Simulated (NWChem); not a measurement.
# CH4BInO (SMILES B1[CH2][InH][O]1): levels of theory compared

Aim: a comparison of 3 runs (HF/STO-3G, HF/3-21G, M06-2X/def2-TZVP) of CH4BInO. 

The calculation is run with NWChem 7.3.0.

## Step 1: The system as given

CH4BInO has 8 atoms, charge 0, and is taken as a singlet. SMILES: `B1[CH2][InH][O]1`. The shape comes from GFN2-xTB, which is rough for such elements, and wasn't checked as a minimum.

Bond lengths: B1–C2 1.614 Å, C2–In3 2.289 Å, B1–O4 1.303 Å, In3–O4 2.167 Å, B1–H5 1.177 Å, C2–H6 1.090 Å, C2–H7 1.090 Å, In3–H8 1.829 Å. Some angles: B1–C2–In3 81.5°, C2–B1–O4 116.9°, C2–In3–O4 67.9°, B1–O4–In3 93.7°, B1–C2–H6 119.1°, B1–C2–H7 118.8°, In3–C2–H6 111.8°, In3–C2–H7 111.5°, C2–B1–H5 120.2°, O4–B1–H5 122.9°.

## Step 2: Energy and gradient at HF/STO-3G (run 1)

Input file run.nw:

```
start run
title "CH4BInO gradient"
memory total 2200 mb
charge 0

geometry units angstrom noautosym nocenter noautoz
 B     -0.727120     0.553960    -0.713040
 C      0.607880     0.806080     0.159040
 In     0.279270    -1.400130     0.674710
 O     -1.236740    -0.645210    -0.677770
 H     -1.198000     1.430140    -1.342620
 H      0.551150     1.440950     1.043740
 H      1.554190     0.957830    -0.361050
 H      0.169370    -3.143620     1.216980
end

basis spherical bse
 * library STO-3G
end

scf
 singlet
 rhf
 thresh 1e-08
 maxiter 80
 print low
end

task scf gradient
```

Started as:

```sh
nwchem run.nw > run.out
```

What it wrote:

```text
[...]
  functions       =    46
[...]
  wavefunction    = RHF
[...]
         Total SCF energy =  -5820.849463850639
      One-electron energy =  -8675.861785883144
      Two-electron energy =   2546.333070084836
 Nuclear repulsion energy =    308.679251947668
        Time for solution =      4.2s
[...]
                         RHF ENERGY GRADIENTS
    atom               coordinates                        gradient
                 x          y          z           x          y          z
   1 B      -1.374058   1.046833  -1.347450    0.000043  -0.025933   0.008607
   2 C       1.148727   1.523270   0.300542   -0.002214   0.066888  -0.023880
   3 In      0.527744  -2.645862   1.275017    0.040485  -0.008934   0.030807
   4 O      -2.337100  -1.219270  -1.280800   -0.039649   0.026959  -0.037640
   5 H      -2.263892   2.702573  -2.537184   -0.000265   0.005665  -0.002081
   6 H       1.041522   2.723001   1.972383    0.000333  -0.002739   0.009886
   7 H       2.936993   1.810036  -0.682286    0.007925  -0.006598  -0.000865
   8 H       0.320063  -5.940580   2.299759   -0.006658  -0.055309   0.015166
 Task  times  cpu:        6.0s     wall:        6.0s
 Total times  cpu:        6.0s     wall:        6.0s
```

Wall time 6.6 s (1 thread of AMD EPYC 9R45 (Zen 5), shared host); peak memory 0.1 GiB.

## Step 3: Energy and forces at HF/3-21G (run 2)

Input file mymol.xyz:

```xyz
8

B     -0.727120     0.553960    -0.713040
C      0.607880     0.806080     0.159040
In     0.279270    -1.400130     0.674710
O     -1.236740    -0.645210    -0.677770
H     -1.198000     1.430140    -1.342620
H      0.551150     1.440950     1.043740
H      1.554190     0.957830    -0.361050
H      0.169370    -3.143620     1.216980
```

Input file mymol.nw:

```
start mymol
memory total 2200 mb
geometry units angstrom noautosym nocenter noautoz
  load mymol.xyz
end
basis spherical bse
  B library 3-21G
  C library 3-21G
  In library 3-21G
  O library 3-21G
  H library 3-21G
end
scf
  thresh 1e-08
  maxiter 80
  print medium
end
task scf gradient
```

Started as:

```sh
nwchem mymol.nw > mymol.out
```

What it wrote:

```text
[...]
  functions       =    66
[...]
  wavefunction    = RHF
[...]
         Total SCF energy =  -5853.730245057049
      One-electron energy =  -8697.475115934194
      Two-electron energy =   2535.065618929477
 Nuclear repulsion energy =    308.679251947669
        Time for solution =      4.5s
[...]
                         RHF ENERGY GRADIENTS
    atom               coordinates                        gradient
                 x          y          z           x          y          z
   1 B      -1.374058   1.046833  -1.347450   -0.013791  -0.053132   0.007930
   2 C       1.148727   1.523270   0.300542   -0.011706   0.027267  -0.017479
   3 In      0.527744  -2.645862   1.275017    0.017479  -0.003858   0.013250
   4 O      -2.337100  -1.219270  -1.280800   -0.000274   0.059581  -0.020203
   5 H      -2.263892   2.702573  -2.537184    0.004464  -0.008868   0.006137
   6 H       1.041522   2.723001   1.972383    0.000412  -0.001358   0.007637
   7 H       2.936993   1.810036  -0.682286    0.006345  -0.004408  -0.000781
   8 H       0.320063  -5.940580   2.299759   -0.002929  -0.015224   0.003509
[...]
```

Wall time 7.2 s (1 thread of AMD EPYC 9R45 (Zen 5), shared host); peak memory 0.1 GiB.

## Step 4: Energy and forces at M06-2X/def2-TZVP (core potential) (run 3)

Input file sp.nw:

```
start sp
memory 2200 mb

geometry units bohr noautosym nocenter noautoz
B  -1.37405766  1.04683268 -1.34745032
C   1.14872672  1.52327043  0.30054204
In  0.52774381 -2.64586224  1.27501711
O  -2.33709989 -1.21927019 -1.28079968
H  -2.26389190  2.70257292 -2.53718409
H   1.04152255  2.72300086  1.97238275
H   2.93699345  1.81003637 -0.68228562
H   0.32006291 -5.94058084  2.29975890
end

basis spherical bse
* library def2-TZVP
end

ecp bse
In library def2-TZVP
end

dft
xc m06-2x
grid fine
convergence energy 1e-08
iterations 100
mulliken
print low
end

task dft gradient
```

Started as:

```sh
nwchem sp.nw > sp.out
```

What it wrote:

```text
[...]
 d= 0,ls=0.0,diis     1   -330.5401284586 -4.95D+02  8.64D-03  9.45D-01     6.0
[...]
 d= 0,ls=0.0,diis    11   -330.6657925508 -3.50D-09  2.30D-07  1.64D-09    55.5
         Total DFT energy =     -330.665792550817
      One electron energy =     -852.532791385170
           Coulomb energy =      393.758427850506
    Exchange-Corr. energy =      -36.218149107770
 Nuclear repulsion energy =      164.326720091617
[...]
      Total Density - Mulliken Population Analysis
     ---------------------------------------------
    Atom       Charge   Shell Charges
 -----------   ------   -------------------------------------------------------
    1 B    5     4.82   0.91  1.06  0.50  0.40  0.02  1.00  0.66  0.06  0.08  0.10  0.02
    2 C    6     6.63   0.86  1.12  0.51  0.69  0.20  1.26  1.35  0.62  0.01  0.01  0.00
    3 In  21    20.31   0.39 -0.83  1.58  0.85  0.81  0.44 -0.41  6.38  0.45  0.47  0.03  8.90  1.09  0.10  0.00  0.05
    4 O    8     8.52   0.79  1.18  0.60  0.85  0.44  1.87  1.89  0.89  0.00  0.01  0.00
    5 H    1     1.01   0.27  0.50  0.23  0.01
    6 H    1     0.83   0.27  0.45  0.09  0.02
    7 H    1     0.83   0.27  0.45  0.09  0.02
    8 H    1     1.05   0.21  0.52  0.32  0.00
[...]
                         DFT ENERGY GRADIENTS
    atom               coordinates                        gradient
                 x          y          z           x          y          z
   1 B      -1.374058   1.046833  -1.347450   -0.014629  -0.020605  -0.003631
   2 C       1.148727   1.523270   0.300542   -0.000041   0.024617  -0.008233
   3 In      0.527744  -2.645862   1.275017    0.007710  -0.002469   0.005673
   4 O      -2.337100  -1.219270  -1.280800    0.003131   0.031228  -0.008178
   5 H      -2.263892   2.702573  -2.537184    0.005479  -0.009427   0.007065
   6 H       1.041523   2.723001   1.972383   -0.000542  -0.001130   0.002072
   7 H       2.936993   1.810036  -0.682286    0.001230  -0.002100  -0.000438
   8 H       0.320063  -5.940581   2.299759   -0.002338  -0.020114   0.005671
 Task  times  cpu:       90.6s     wall:       90.6s
 Total times  cpu:       90.6s     wall:       90.6s
```

Wall time 91 s (1 thread of AMD EPYC 9R45 (Zen 5), shared host); peak memory 0.15 GiB.

## Step 5: The series

| run | level | iteration cap | module | energy (Eh) | largest force (eV/Å) | wall time |
| --- | --- | --- | --- | --- | --- | --- |
| 1 | HF/STO-3G | 80 | scf | -5820.849464 | 3.654 | 6.6 s |
| 2 | HF/3-21G | 80 | scf | -5853.730245 | 3.235 | 7.2 s |
| 3 | M06-2X/def2-TZVP (core potential) | 100 | dft | -330.665793 | 1.668 | 91 s |

## Step 6: Summary of results

```
                       quantity          value
            run 3: total energy  -330.66579 Eh
run 3: largest force on an atom     1.668 eV/Å
```

Some runs of one species differ in core potentials or relativity; totals across that change don't compare. In run 1 the basis is minimal, so the values are rough. In runs 1, 2 relativity is left out where basis or elements ask for it. All runs together took 1.8 min, the longest 91 s.
